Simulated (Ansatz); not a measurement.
# SnSe: the cost of one run

Program: Ansatz 0.2.0. Level of theory: DFT LDA, scalar-relativistic, plane waves, PAW. These are calculated values, not measurements.

3 further runs of the same task are left out: 1 that didn't finish, 2 set aside as unsound or not needed.

## (1) The system as given

Symmetry: Fm-3m, No. 225, cubic system. The conventional cell has a = 5.893 Å, b = 5.893 Å, c = 5.893 Å, α = 90.00°, β = 90.00°, γ = 90.00°. Sn (site symmetry m-3m) is surrounded by 6 Se at 2.95 Å. Se (site symmetry m-3m) has 6 Sn at 2.95 Å as nearest neighbours.

Coordinates:

```
Sn Se
1.0
     0.00000    2.94626    2.94626
     2.94626    0.00000    2.94626
     2.94626    2.94626    0.00000
Sn Se
1 1
Cartesian
  0.0000 0.0000 0.0000
  2.9463 2.9463 2.9463
```

It is the result of an earlier relaxation at this level (volume 25.57 Å³/atom; gap on the mesh: 0.78 eV).

## (2) Relaxing at 30 GPa

At a set pressure the run lowers the enthalpy E + PV, so the energy alone may rise along the way.

File input.yaml:

```yaml
crystal:
  lattice:
    - [0.0, 2.946261915, 2.946261915]
    - [2.946261915, 0.0, 2.946261915]
    - [2.946261915, 2.946261915, 0.0]
  atoms:
    - { symbol: Sn, position: [0.0, 0.0, 0.0] }
    - { symbol: Se, position: [0.5, 0.5, 0.5] }
basis:
  ecutwfc: 420
kpoints:
  mp_grid: { grid: [8, 8, 8] }
hamiltonian:
  xc: lda
scf:
  occupations: { method: fixed }
output:
  forces: true
  stress: true
  eigenvalues: true
relax:
  adjacent_minimum: "off"
  f_tol: 0.001
  max_steps: 60
  cell: { stress_tol: 0.02, p_target: 30.0 }
```

Run with:

```sh
$ ansatz run input.yaml --threads 1 --pin off --max-ram 3072MiB --backend cpu --events-out ev --progress --plain --runs-dir out
```

What time and memory should one allow on 1 thread of AMD EPYC 9R45 (Zen 5), shared host?

About 4.1 s, with a peak of 0.39 GiB.
